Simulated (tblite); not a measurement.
# C5H11NOSi: the cost of one run

Computed with tblite 0.8.0 and PySCF 2.14.0, with density-fitted response routines of our own, on a single molecule in the gas phase. Atoms count from 0, in the outputs and in this text.

## Step 1: The molecule as given

19 atoms, charge 0, multiplicity 1; geometry from: force field or distance geometry start.

Bonds of the start (Å): C0–C1 1.35, C1–C2 1.45, C2–N3 1.44, N3–C4 1.44, C4–O5 1.27, C1–Si6 1.84, Si6–C7 1.84, C0–H8 1.11, C0–H9 1.07, C2–H10 1.12, C2–H11 1.13, N3–H12 1.02, C4–H13 1.10, Si6–H14 1.47, Si6–H15 1.50, C7–H16 1.09, C7–H17 1.12, C7–H18 1.13.

## Step 2: Geometry optimisation with GFN2-xTB

Job settings and geometry (Å):

```
{"job": {"kind": "relax", "xc": "GFN2-xTB", "basis": "xTB"}, "charge": 0, "multiplicity": 1}
C      0.039600    -2.488500    -0.201700
C      0.128100    -1.168600     0.053900
C     -1.039800    -0.394400     0.427400
N     -1.387300     0.710900    -0.433100
C     -2.551800     1.473600    -0.063600
O     -3.242800     1.179800     0.955100
Si     1.810200    -0.438000    -0.056700
C      1.881100     1.398300    -0.024200
H     -0.952600    -2.976800    -0.142900
H      0.911200    -3.044800    -0.460100
H     -0.951600    -0.083500     1.495900
H     -1.929200    -1.098400     0.423500
H     -0.885000     1.007600    -1.266400
H     -2.840300     2.320800    -0.696400
H      2.566100    -0.901800    -1.223900
H      2.575400    -0.906900     1.147900
H      1.281300     1.925200    -0.767400
H      2.932200     1.737700    -0.193700
H      1.645400     1.757000     1.018800
```

Run with:

```console
$ OMP_NUM_THREADS=1 python probes_run.py task.json out
```

One launch serves the whole session: the jobs run in the order shown.

Q: Estimate the wall time and peak memory of this first job on 1 thread of Arm Neoverse N1, shared host.

About 2.5 s, with a peak of 0.18 GiB.
